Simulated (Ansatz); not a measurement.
**AlGaH8Si2: how energies converge with the basis set**

An exercise on one series of results from a longer session: the logs are not shown, and one member is left open.

Program: Ansatz 0.2.0, Gaussian basis. Level of theory: one geometry, several basis sets. These are calculated values, not measurements.

Levels to be run: PBE0-D4/def2-SVP; ωB97M-V/def2-SVP; PBE0-D4/def2-QZVPP; ωB97M-V/def2-QZVPP; the functionals' def2-TZVPP values are taken from earlier runs.

## Structure used throughout

An earlier PBE0-D4 in a triple-zeta def2 set relaxation fixed the geometry.

SMILES `[AlH2][SiH2][SiH2][GaH2]`, 12 atoms, charge 0, spin multiplicity 1.

Atoms are counted from 1 here; the program's logs count them from 0.

Bond lengths: Al1–Si2 2.438 Å, Al1–H5 1.588 Å, Al1–H6 1.588 Å, Si2–Si3 2.355 Å, Si2–H7 1.493 Å, Si2–H8 1.493 Å, Si3–Ga4 2.397 Å, Si3–H9 1.492 Å, Si3–H10 1.492 Å, Ga4–H11 1.572 Å, Ga4–H12 1.572 Å. Angles: Si2–Al1–H5 120.0°, Si2–Al1–H6 119.9°, H5–Al1–H6 119.8°, Al1–Si2–Si3 106.3°, Al1–Si2–H7 114.0°, Al1–Si2–H8 114.0°, Si3–Si2–H7 107.3°, Si3–Si2–H8 107.3°, H7–Si2–H8 107.5°, Si2–Si3–Ga4 106.5°, Si2–Si3–H9 107.8°, Si2–Si3–H10 107.8°, Ga4–Si3–H9 113.5°, Ga4–Si3–H10 113.4°, H9–Si3–H10 107.5°, Si3–Ga4–H11 120.3°, Si3–Ga4–H12 120.2°, H11–Ga4–H12 119.2°.

Set-up of the first run:

in.yaml reads:

```yaml
crystal:
  periodic: [false, false, false]
  atoms:
    - {symbol: Al, position_ang: [-2.472577, 1.395550, 0.918814]}
    - {symbol: Si, position_ang: [-1.003798, 0.171802, -0.594265]}
    - {symbol: Si, position_ang: [1.006289, -0.185413, 0.579851]}
    - {symbol: Ga, position_ang: [2.460870, -1.379233, -0.905446]}
    - {symbol: H, position_ang: [-2.431169, 2.982615, 0.956339]}
    - {symbol: H, position_ang: [-3.384035, 0.604375, 1.950508]}
    - {symbol: H, position_ang: [-0.663588, 0.914987, -1.843258]}
    - {symbol: H, position_ang: [-1.527209, -1.167026, -0.996611]}
    - {symbol: H, position_ang: [0.679261, -0.938826, 1.825521]}
    - {symbol: H, position_ang: [1.539476, 1.147148, 0.988133]}
    - {symbol: H, position_ang: [2.417018, -2.949126, -0.967049]}
    - {symbol: H, position_ang: [3.379463, -0.596864, -1.912548]}
basis:
  gaussian: {orbitals: def2-SVP}
hamiltonian: {xc: pbe0, dispersion: d4}
output: {orbitals: {seedname: orbitals}}
```

Started as:

```sh
ansatz run in.yaml --threads 4 --pin off --events-out ev --progress --plain --max-ram 10444MiB
```

Among the steps run: PBE0-D4 in def2-SVP; ωB97M-V in def2-SVP; PBE0-D4 in def2-QZVPP; ωB97M-V in def2-QZVPP.

One of the session's tables, all rows but one given; the rest of the session is left out.

It belongs to the step «Density functionals: the series». 

```
functional       basis  HOMO (eV)  LUMO (eV)
   PBE0-D4    def2-SVP          ?          ?
   PBE0-D4  def2-TZVPP      -6.94      -2.35
   PBE0-D4  def2-QZVPP      -6.94      -2.36
   ωB97M-V    def2-SVP      -8.78      -0.66
   ωB97M-V  def2-TZVPP      -8.78      -0.72
   ωB97M-V  def2-QZVPP      -8.78      -0.78
```

Estimate the missing values for PBE0-D4, def2-SVP.

**Answer.** HOMO (eV): -6.98; LUMO (eV): -2.34. In the column «HOMO (eV)» it lies between ωB97M-V, def2-QZVPP (-8.78) and PBE0-D4, def2-TZVPP (-6.94).
